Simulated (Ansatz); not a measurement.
# BBr2H: the cost of one run

All numbers are computed with Ansatz 0.2.0, driven from Python. Level of theory: r2SCAN+D3(BJ)/def2-SVP.

## (1) Starting point

Bond lengths: Br1–B2 2.031 Å, B2–Br3 1.994 Å, B2–H4 1.111 Å. Angles: Br1–B2–Br3 119.4°, Br1–B2–H4 121.5°, Br3–B2–H4 119.1°.

No structure file is read: the coordinates are typed or built in the script.

## (2) The code

dimer_bbr2h.py reads:

```python
"""Binding of a BBr2H dimer at a trial geometry."""

from dataclasses import dataclass

import ansatz as az


@dataclass(frozen=True)
class Settings:
    basis: str = "def2-SVP"
    functional: str = "r2scan"
    vdw: str = "d3bj"


settings = Settings()

FIRST = [
    ("Br", (0.7674, 0.2483, 1.7459)),
    ("B", (-0.2192, 0.0678, -0.0203)),
    ("Br", (0.7211, -0.7282, -1.5882)),
    ("H", (-1.2694, 0.4122, -0.1373)),
]
SECOND = [
    ("Br", (-5.8981, -2.4243, 0.1188)),
    ("B", (-4.3129, -1.2626, -0.394)),
    ("Br", (-4.1945, 0.5975, 0.3146)),
    ("H", (-3.5134, -1.6357, -1.0699)),
]

def energy(atoms, ghosts=()):
    molecule = az.Crystal.molecule()
    for symbol, xyz in atoms:
        molecule = molecule.atom(symbol, xyz)
    calc = (
        molecule.calculation()
        .basis(gaussian=settings.basis)  # atom-centred Gaussian functions
        .functional(settings.functional, dispersion=settings.vdw)
    )
    deck = calc.input()
    if ghosts:
        deck = deck.set(az.key.basis.gaussian.ghost_atoms, [{"symbol": s, "position_ang": list(xyz)} for s, xyz in ghosts])
    return az.Session.from_dict(deck).plan().execute().report["free_energy_ev"]

# monomers in their own basis and in the basis of the dimer
both = energy(FIRST + SECOND)
alone = energy(FIRST) + energy(SECOND)
ghosted = energy(FIRST, SECOND) + energy(SECOND, FIRST)
print(f"dimer {both:.6f} eV")
print(f"interaction, uncorrected   {96.485332 * (both - alone):8.3f} kJ/mol")
print(f"interaction, counterpoise  {96.485332 * (both - ghosted):8.3f} kJ/mol")
print(f"basis-set superposition    {96.485332 * (alone - ghosted):8.3f} kJ/mol")
```

## (3) What the engine is handed

The package turns the script's settings into the engine's input (first run):

```yaml
crystal:
  periodic: [false, false, false]
  atoms:
    - { symbol: Br, position_ang: [0.7674, 0.2483, 1.7459] }
    - { symbol: B, position_ang: [-0.2192, 0.0678, -0.0203] }
    - { symbol: Br, position_ang: [0.7211, -0.7282, -1.5882] }
    - { symbol: H, position_ang: [-1.2694, 0.4122, -0.1373] }
    - { symbol: Br, position_ang: [-5.8981, -2.4243, 0.1188] }
    - { symbol: B, position_ang: [-4.3129, -1.2626, -0.394] }
    - { symbol: Br, position_ang: [-4.1945, 0.5975, 0.3146] }
    - { symbol: H, position_ang: [-3.5134, -1.6357, -1.0699] }
basis:
  gaussian:
    orbitals: def2-SVP
hamiltonian:
  xc: r2scan
  dispersion: d3bj
```

## (4) The run

On the command line:

```sh
$ python dimer_bbr2h.py
```

What time and memory should one allow on 1 thread of Arm Neoverse V1, shared host?

About 48 s, with a peak of 0.33 GiB.
